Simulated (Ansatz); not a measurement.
**CHBrClN: a ladder of functionals and wavefunction methods**

Aim: compute CHBrClN with functionals from several rungs and with coupled cluster. The yardstick is the atomisation energy at the CCSD(T) limit.

Program: Ansatz 0.2.0, Gaussian basis. Level of theory: functionals in def2-TZVPP, the program's frozen cores in correlated methods. These are calculated values, not measurements.

Levels to be run: LDA (SPW92), PBE-D4, revPBE-D4, BLYP-D4, r2SCAN-D4, B97M-V, PBE0-D4, B3LYP-D4, r2SCANh-D4, r2SCAN0-D4, HSE06-D4, BHLYP-D4, CAM-B3LYP-D4, LC-ωPBE, ωB97X-V, ωB97M-V, B2PLYP, PBE-QIDH; CCSD(T)/def2-SVP; CCSD(T)/def2-TZVPP; MP2/def2-QZVPP; extrapolation to the limit; RPA on PBE.

## (1) Structure used throughout

All runs share one geometry, relaxed beforehand with PBE0-D4 in a triple-zeta def2 set.

5 atoms, charge 0, spin multiplicity 1.

Atoms are counted from 1 here; the program's logs count them from 0.

Bond lengths: N1–C2 1.240 Å, N1–H5 1.016 Å, C2–Cl3 1.714 Å, C2–Br4 1.914 Å. Angles: C2–N1–H5 113.3°, N1–C2–Cl3 121.6°, N1–C2–Br4 125.7°, Cl3–C2–Br4 112.6°.

## (2) LDA

This LDA is Slater exchange with PW92 correlation.

in.yaml reads:

```yaml
crystal:
  periodic: [false, false, false]
  atoms:
    - {symbol: N, position_ang: [0.814873, 0.257870, 0.668599]}
    - {symbol: C, position_ang: [-0.150799, 0.177581, -0.104422]}
    - {symbol: Cl, position_ang: [-1.037456, 1.564709, -0.582924]}
    - {symbol: Br, position_ang: [-0.823293, -1.433591, -0.888963]}
    - {symbol: H, position_ang: [1.246574, -0.640268, 0.866311]}
basis:
  gaussian: {orbitals: def2-TZVPP}
hamiltonian: {xc: lda}
output: {orbitals: {seedname: orbitals}}
```

On the command line:

```sh
> ansatz run in.yaml --threads 2 --pin off --events-out ev --progress --plain --max-ram 4352MiB
```

Further steps of the session: PBE-D4 (GGA); revPBE-D4 (GGA); BLYP-D4 (GGA); r2SCAN-D4 (meta-GGA); B97M-V (meta-GGA); B3LYP-D4 (hybrid); r2SCANh-D4 (hybrid); r2SCAN0-D4 (hybrid); HSE06-D4 (hybrid); BHLYP-D4 (hybrid); CAM-B3LYP-D4 (range-separated); LC-ωPBE (range-separated); ωB97X-V (range-separated); ωB97M-V (range-separated); B2PLYP (double hybrid); PBE-QIDH (double hybrid); CCSD(T) in def2-SVP; CCSD(T) in def2-TZVPP; MP2 in def2-QZVPP; RPA on PBE orbitals.

**Question.** What will the summary of the whole plan be? Wanted: atomisation energy, CCSD(T)/CBS; farthest beyond LDA; mean size of error, GGA; mean size of error, meta-GGA; mean size of error, hybrid; mean size of error, range-separated; mean size of error, double hybrid; gap, smallest and largest; T1 diagnostic.

The runs gave:

```
                               quantity                                                                            value
        atomisation energy, CCSD(T)/CBS                                                                    1633.0 kJ/mol
 functionals within 16.3 kJ/mol (1.0 %)  B97M-V, B3LYP-D4, r2SCANh-D4, CAM-B3LYP-D4, LC-ωPBE, ωB97X-V, ωB97M-V, PBE-QIDH
                    farthest beyond LDA                                                           PBE-D4 (+121.7 kJ/mol)
                mean size of error, GGA                                                                      73.2 kJ/mol
           mean size of error, meta-GGA                                                                      16.3 kJ/mol
             mean size of error, hybrid                                                                      39.6 kJ/mol
    mean size of error, range-separated                                                                       8.6 kJ/mol
      mean size of error, double hybrid                                                                      14.0 kJ/mol
              gap, smallest and largest                                        4.88 eV (LDA (SPW92)), 12.61 eV (LC-ωPBE)
                          T1 diagnostic                                                                           0.0109
triples share of the correlation energy                                                                            4.4 %
```

**Reading.** LDA overbinds by 381.5 kJ/mol (23 %). PBE-D4 is off by +121.7 kJ/mol. Double hybrids carry the basis error of their MP2 part in triple zeta, and no dispersion term here, so their miss is partly the set-up's. The rungs range-separated, double hybrid, meta-GGA miss on average by less than the doubt on the reference (16.3 kJ/mol), so they tie; GGA functionals have the largest mean beyond LDA (73.2 kJ/mol). Misses under about 16.3 kJ/mol are within the doubt on the reference itself, which lacks core-valence correlation, relativity and higher excitations, and its outer-core shells are covered unevenly. All levels share the lack of spin-orbit coupling, which lowers the free heavy atoms and so the true binding. Hartree-Fock recovers 59 % of the binding; the rest is correlation. CCSD(T) in def2-SVP is off by -141.1 kJ/mol, more than most functionals: a good method in a small basis is no reference. The gap grows from 4.9 to 12.6 eV across the functionals, mostly with the share of exact exchange. Correlated methods include outer-core shells of Br, which these sets cover unevenly.
